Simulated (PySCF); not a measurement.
# BeBr: bond curves at several levels of theory

An exercise on one series of results from a longer session: the logs are not shown, and one member is left open.

Computed with PySCF 2.14.0. Level: Be x2c-TZVPPall, Br x2c-TZVPPall, spin-free X2C with a Gaussian nucleus.

The first run:

Settings of the job:

```
atoms                         : Be, Br
charge                        : 0
basis                         : Be x2c-TZVPPall, Br x2c-TZVPPall
Hamiltonian                   : spin-free X2C with a Gaussian nucleus
basis functions               : 67
electrons treated             : 39
masses in u                   : 9.0122, 78.9183
levels                        : PBE0, PBE, r²SCAN, B97-3, B3LYP, B2PLYP, revPBE, ωB97X, HF, MP2, SCS-MP2, CCSD, CCSD(T)
grid                          : 80 radial by 434 angular points
occupations                   : held fixed by the projection of orbital angular momentum
dissociation limit            : Be + Br, each in its ground configuration
starting distance in angstrom : 2.075
values of 2S to try           : 1, 3
```

Launch:

```bash
OMP_NUM_THREADS=1 python dia.py task.json out
```

Among the steps run: Input; First curve: PBE0; Other states along the same grid; PBE; r²SCAN; B97-3 (global hybrid GGA); B3LYP (global hybrid GGA); B2PLYP (double hybrid); revPBE; ωB97X (range-separated hybrid); UHF; Correlated methods on the Hartree–Fock reference.

One of the session's tables, all rows but one given; the rest of the session is left out.

| level | Re (Å) | ωe (cm⁻¹) | De (eV) |
| --- | --- | --- | --- |
| UHF | 1.980 | 704 | 2.97 |
| UHF-MP2 | 1.973 | 702 | 3.52 |
| UHF-SCS-MP2 | 1.978 | 696 | 3.26 |
| UHF-CCSD | 1.976 | 697 | 2.93 |
| UHF-CCSD(T) | 1.978 | 693 | 3.02 |
| PBE | 1.976 | 682 | 3.62 |
| revPBE | 1.985 | 674 | 3.44 |
| r²SCAN | 1.971 | 693 | 3.80 |
| B3LYP | 1.972 | 687 | 3.39 |
| PBE0 | 1.967 | 699 | 3.57 |
| B97-3 | 1.972 | 691 | 3.38 |
| ωB97X | ? | ? | ? |
| B2PLYP | 1.971 | 694 | 3.38 |

**Question.** Estimate the row for ωB97X.

**Answer.** Re (Å): 1.975; ωe (cm⁻¹): 691; De (eV): 3.30. In the column «Re (Å)» it lies between UHF-MP2 (1.973) and UHF-CCSD (1.976).
